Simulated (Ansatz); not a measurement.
# MgS: stress in a strained cell

Aim: deform MgS (equal xy, yz and zx engineering shear strains of +1 %) and compute stress, forces and field gradients with LAPW, PAW and all-electron datasets made for the crystal.

Computed with Ansatz 0.2.0 (DFT LDA, scalar-relativistic, unless a step's input says otherwise).

## Step 1: The system as given

The structure is cubic, space group Fm-3m (No. 225). The conventional cell has a = 5.203 Å, b = 5.203 Å, c = 5.203 Å, α = 90.00°, β = 90.00°, γ = 90.00°. Mg (site symmetry m-3m) has 6 S at 2.60 Å as nearest neighbours. Around S (site symmetry m-3m) lie 6 Mg at 2.60 Å.

Structure file:

```xyz
2
Lattice="0.0000 2.6017 2.6017 2.6016 0.0000 2.6017 2.6016 2.6017 0.0000" Properties=species:S:1:pos:R:3 pbc="T T T"
Mg    0.0000    0.0000    0.0000
S     2.6016    2.6017    2.6017
```

Atoms are numbered in the order of the input: Mg1, S2.

## Step 2: The deformed structure

Space group Fm-3m before, R-3m after.

## Step 3: Full-potential LAPW

File input.yaml:

```yaml
crystal:
  lattice:
    - [0.0260165, 2.61465825, 2.61465825]
    - [2.61465825, 0.0260165, 2.61465825]
    - [2.61465825, 2.61465825, 0.0260165]
  atoms:
    - { symbol: Mg, position: [0.0, 0.0, 0.0] }
    - { symbol: S, position: [0.5, 0.5, 0.5] }
kpoints:
  mp_grid: { grid: [8, 8, 8] }
  band_path:
    path:
      - [0.0, 0.0, 0.0]
      - [0.5, 0.5, 0.5]
      - [0.247543133, 0.5, 0.752456867]
      - [-0.247543133, 0.247543133, 0.5]
      - [0.0, 0.0, 0.5]
      - [0.0, 0.0, 0.0]
      - [-0.3737715665, 0.0, 0.3737715665]
      - [0.0, 0.3737715665, 0.6262284335]
      - [0.0, 0.5, 0.5]
    npoints: 5
scf:
  occupations: { method: fermi_dirac, width: 0.01 }
hamiltonian:
  xc: lda
  pseudopotentials: { kind: all_electron, lapw: { basis_error: 0.00025 } }
output:
  forces: true
  stress: true
  eigenvalues: true
```

Launch:

```console
$ ansatz run input.yaml --threads 1 --pin off --max-ram 3072MiB --backend cpu --events-out ev --progress --plain --runs-dir out
```

## Step 4: PAW on the default files

File input.yaml:

```yaml
crystal:
  lattice:
    - [0.0260165, 2.61465825, 2.61465825]
    - [2.61465825, 0.0260165, 2.61465825]
    - [2.61465825, 2.61465825, 0.0260165]
  atoms:
    - { symbol: Mg, position: [0.0, 0.0, 0.0] }
    - { symbol: S, position: [0.5, 0.5, 0.5] }
kpoints:
  mp_grid: { grid: [8, 8, 8] }
scf:
  occupations: { method: fermi_dirac, width: 0.01 }
hamiltonian:
  xc: lda
  pseudopotentials: { kind: paw }
output:
  forces: true
  stress: true
  eigenvalues: true
  efg: { contact_densities: true }
```

## Step 5: Datasets made for this crystal

Changes to input.yaml since step 4:

```diff
@@ -14,3 +14,3 @@
   xc: lda
-  pseudopotentials: { kind: paw }
+  pseudopotentials: { kind: all_electron, datasets: crystal }
 output:
```

(Steps that only read results are left out.)

Q: Predict the outcome of this session. Wanted: pressure; largest shear or deviatoric stress.

**Answer**, as computed:

| quantity | value |
| --- | --- |
| pressure | LAPW -3.25, PAW -3.27, crystal datasets -3.25 GPa |
| largest shear or deviatoric stress (LAPW) | 0.55 GPa |

What this shows: The largest part of the stress beyond the pressure is 0.55 GPa in size; the atoms are carried along and not relaxed. No run of the undeformed cell stands beside it, so the pressure holds what the given cell had before the change. PAW: stress within 0.02 GPa of LAPW. Crystal datasets: stress within 0.01 GPa of LAPW.
